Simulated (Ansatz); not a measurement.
# Cl3FH2O2W: a ladder of functionals and wavefunction methods

One table from this session's results is given with a row withheld; the runs are named, their logs left out.

Method: functionals in def2-TZVPP, the program's frozen cores in correlated methods; program: Ansatz 0.2.0, Gaussian basis.

The runs, in order: LDA (SPW92), PBE-D4, revPBE-D4, BLYP-D4, r2SCAN-D4, B97M-V, PBE0-D4, B3LYP-D4, r2SCANh-D4, r2SCAN0-D4, HSE06-D4, BHLYP-D4, CAM-B3LYP-D4, LC-ωPBE, ωB97X-V, ωB97M-V, B2PLYP, PBE-QIDH; CCSD(T)/def2-SVP; MP2/def2-TZVPP; MP2/def2-QZVPP; RPA on PBE.

## Structure used throughout

The geometry comes from an earlier relaxation with PBE0-D4 in a triple-zeta def2 set; it is a stationary point, not always the lowest conformer. W takes the def2 core potential; no spin-orbit term is included.

SMILES `[OH][W]([OH])([F])([Cl])([Cl])[Cl]`, 9 atoms, charge 0, spin multiplicity 1.

Atoms are counted from 1 here; the program's logs count them from 0.

Bond lengths: O1–W2 1.850 Å, O1–H8 0.961 Å, W2–O3 1.850 Å, W2–F4 1.901 Å, W2–Cl5 2.316 Å, W2–Cl6 2.271 Å, W2–Cl7 2.314 Å, O3–H9 0.961 Å. Angles: W2–O1–H8 129.9°, O1–W2–O3 164.9°, O1–W2–F4 82.4°, O1–W2–Cl5 89.9°, O1–W2–Cl6 97.6°, O1–W2–Cl7 90.2°, O3–W2–F4 82.4°, O3–W2–Cl5 89.9°, O3–W2–Cl6 97.6°, O3–W2–Cl7 90.2°, F4–W2–Cl5 90.4°, F4–W2–Cl6 180.0°, F4–W2–Cl7 90.4°, Cl5–W2–Cl6 89.6°, Cl5–W2–Cl7 179.3°, Cl6–W2–Cl7 89.6°, W2–O3–H9 129.9°.

The first run:

Input file in.yaml:

```yaml
crystal:
  periodic: [false, false, false]
  atoms:
    - {symbol: O, position_ang: [-1.678766, -0.719263, 0.162934]}
    - {symbol: W, position_ang: [-0.046595, 0.150822, 0.186605]}
    - {symbol: O, position_ang: [1.679621, 0.717927, -0.160022]}
    - {symbol: F, position_ang: [0.332925, -1.055144, -1.232849]}
    - {symbol: Cl, position_ang: [-0.856572, 1.702926, -1.329635]}
    - {symbol: Cl, position_ang: [-0.500331, 1.592054, 1.882420]}
    - {symbol: Cl, position_ang: [0.756667, -1.380840, 1.723708]}
    - {symbol: H, position_ang: [-1.993142, -1.424168, -0.409876]}
    - {symbol: H, position_ang: [2.306174, 0.415687, -0.823286]}
basis:
  gaussian: {orbitals: def2-TZVPP}
hamiltonian: {xc: lda}
output: {orbitals: {seedname: orbitals}}
```

The run is started by

```console
ansatz run in.yaml --threads 4 --pin off --events-out ev --progress --plain --max-ram 11315MiB
```

Among the steps run: LDA; PBE-D4 (GGA); revPBE-D4 (GGA); BLYP-D4 (GGA); r2SCAN-D4 (meta-GGA); B97M-V (meta-GGA); B3LYP-D4 (hybrid); r2SCANh-D4 (hybrid); r2SCAN0-D4 (hybrid); HSE06-D4 (hybrid); BHLYP-D4 (hybrid); CAM-B3LYP-D4 (range-separated); LC-ωPBE (range-separated); ωB97X-V (range-separated); ωB97M-V (range-separated); B2PLYP (double hybrid); PBE-QIDH (double hybrid).

One of the session's tables, all rows but one given; the rest of the session is left out.

It belongs to the step «Frontier levels by functional». 

| functional | HOMO (eV) | LUMO (eV) | gap (eV) |
| --- | --- | --- | --- |
| LDA (SPW92) | -7.67 | -5.11 | 2.55 |
| PBE-D4 | -7.50 | -4.91 | 2.60 |
| revPBE-D4 | -7.44 | -4.82 | 2.62 |
| BLYP-D4 | -7.34 | -4.80 | 2.54 |
| r2SCAN-D4 | -7.89 | -5.00 | 2.89 |
| B97M-V | -7.98 | -4.99 | 2.99 |
| PBE0-D4 | -8.89 | -4.42 | 4.48 |
| B3LYP-D4 | -8.62 | -4.58 | 4.03 |
| r2SCANh-D4 | -8.39 | -4.79 | 3.60 |
| r2SCAN0-D4 | -9.15 | -4.46 | 4.69 |
| HSE06-D4 | ? | ? | ? |
| BHLYP-D4 | -10.14 | -3.72 | 6.41 |
| CAM-B3LYP-D4 | -10.21 | -3.47 | 6.75 |
| LC-ωPBE | -11.59 | -2.44 | 9.15 |
| ωB97X-V | -11.23 | -2.48 | 8.75 |
| ωB97M-V | -11.07 | -2.47 | 8.60 |

Estimate the missing values for HSE06-D4.

The run gave: HOMO (eV): -8.49; LUMO (eV): -4.78; gap (eV): 3.71. In the column «HOMO (eV)» it lies between B3LYP-D4 (-8.62) and r2SCANh-D4 (-8.39).
